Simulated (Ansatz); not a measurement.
# CH₃AlF₂: a ladder of functionals and wavefunction methods

Aim: compute CH₃AlF₂ with functionals from several rungs and with coupled cluster. The yardstick is the atomisation energy at the CCSD(T) limit.

Computed with Ansatz 0.2.0, Gaussian basis. Level: functionals in def2-TZVPP, the program's frozen cores in correlated methods.

Plan: LDA (SPW92), PBE-D4, revPBE-D4, BLYP-D4, r2SCAN-D4, B97M-V, PBE0-D4, B3LYP-D4, r2SCANh-D4, r2SCAN0-D4, HSE06-D4, BHLYP-D4, CAM-B3LYP-D4, LC-ωPBE, ωB97X-V, ωB97M-V, B2PLYP, PBE-QIDH; CCSD(T)/def2-SVP; CCSD(T)/def2-TZVPP; MP2/def2-QZVPP; extrapolation to the limit; RPA on PBE.

## Step 1: Structure used throughout

The geometry comes from an earlier relaxation with PBE0-D4 in a triple-zeta def2 set; it is a stationary point, not always the lowest conformer.

SMILES `F[CH](F)[AlH2]`, 7 atoms, charge 0, spin multiplicity 1.

Atoms are counted from 1 here; the program's logs count them from 0.

Bond lengths: F1–C2 1.330 Å, C2–F3 1.553 Å, C2–Al4 1.969 Å, C2–H5 1.092 Å, Al4–H6 1.577 Å, Al4–H7 1.579 Å. Angles: F1–C2–F3 105.4°, F1–C2–Al4 123.5°, F1–C2–H5 108.8°, F3–C2–Al4 66.5°, F3–C2–H5 101.7°, Al4–C2–H5 127.7°, C2–Al4–H6 117.2°, C2–Al4–H7 116.6°, H6–Al4–H7 126.0°.

## Step 2: LDA

This LDA is Slater exchange with PW92 correlation.

in.yaml

```yaml
crystal:
  periodic: [false, false, false]
  atoms:
    - {symbol: F, position_ang: [0.566433, -0.559430, 1.835762]}
    - {symbol: C, position_ang: [0.747195, -0.159828, 0.579858]}
    - {symbol: F, position_ang: [0.082580, -1.251915, -0.301399]}
    - {symbol: Al, position_ang: [-0.702151, 0.528348, -0.561326]}
    - {symbol: H, position_ang: [1.801200, -0.277693, 0.321065]}
    - {symbol: H, position_ang: [-2.150623, 0.570377, 0.060050]}
    - {symbol: H, position_ang: [-0.283435, 1.082043, -1.979711]}
basis:
  gaussian: {orbitals: def2-TZVPP}
hamiltonian: {xc: lda}
output: {orbitals: {seedname: orbitals}}
```

Further steps of the session: PBE-D4 (GGA); revPBE-D4 (GGA); BLYP-D4 (GGA); r2SCAN-D4 (meta-GGA); B97M-V (meta-GGA); PBE0-D4 (hybrid); B3LYP-D4 (hybrid); r2SCANh-D4 (hybrid); r2SCAN0-D4 (hybrid); HSE06-D4 (hybrid); BHLYP-D4 (hybrid); CAM-B3LYP-D4 (range-separated); LC-ωPBE (range-separated); ωB97X-V (range-separated); ωB97M-V (range-separated); B2PLYP (double hybrid); PBE-QIDH (double hybrid); CCSD(T) in def2-SVP; CCSD(T) in def2-TZVPP; MP2 in def2-QZVPP; RPA on PBE orbitals.

Before running them: what should the planned runs give, taken together? Wanted: atomisation energy, CCSD(T)/CBS; farthest beyond LDA; mean size of error, GGA; mean size of error, meta-GGA; mean size of error, hybrid; mean size of error, range-separated; mean size of error, double hybrid; gap, smallest and largest; T1 diagnostic.

The runs gave:

| quantity | value |
| --- | --- |
| atomisation energy, CCSD(T)/CBS | 2220.9 kJ/mol |
| functionals within 11.1 kJ/mol (0.5 %) | BLYP-D4, r2SCAN-D4, LC-ωPBE, ωB97X-V, ωB97M-V |
| farthest beyond LDA | BHLYP-D4 (-106.5 kJ/mol) |
| mean size of error, GGA | 23.7 kJ/mol |
| mean size of error, meta-GGA | 15.8 kJ/mol |
| mean size of error, hybrid | 39.0 kJ/mol |
| mean size of error, range-separated | 6.8 kJ/mol |
| mean size of error, double hybrid | 35.9 kJ/mol |
| gap, smallest and largest | 4.97 eV (LDA (SPW92)), 12.26 eV (LC-ωPBE) |
| T1 diagnostic | 0.0137 |
| triples share of the correlation energy | 3.2 % |

**Reading.** The LDA atomisation energy is off by 369.7 kJ/mol (17 %): it overbinds. PBE-D4 is off by +46.3 kJ/mol. Double hybrids carry the basis error of their MP2 part in triple zeta, and no dispersion term here, so their miss is partly the set-up's. By mean error the best rung here is range-separated (6.8 kJ/mol) and the worst beyond LDA is hybrid (39.0 kJ/mol). The mean of the hybrids holds BHLYP, with half exact exchange. Misses under about 11.1 kJ/mol are within the doubt on the reference itself, which lacks core-valence correlation, relativity and higher excitations. Hartree-Fock recovers 70 % of the binding; the rest is correlation. CCSD(T) in def2-SVP is off by -126.0 kJ/mol, so the small basis spoils what the method gains. The gap grows from 5.0 to 12.3 eV across the functionals, mostly with the share of exact exchange.
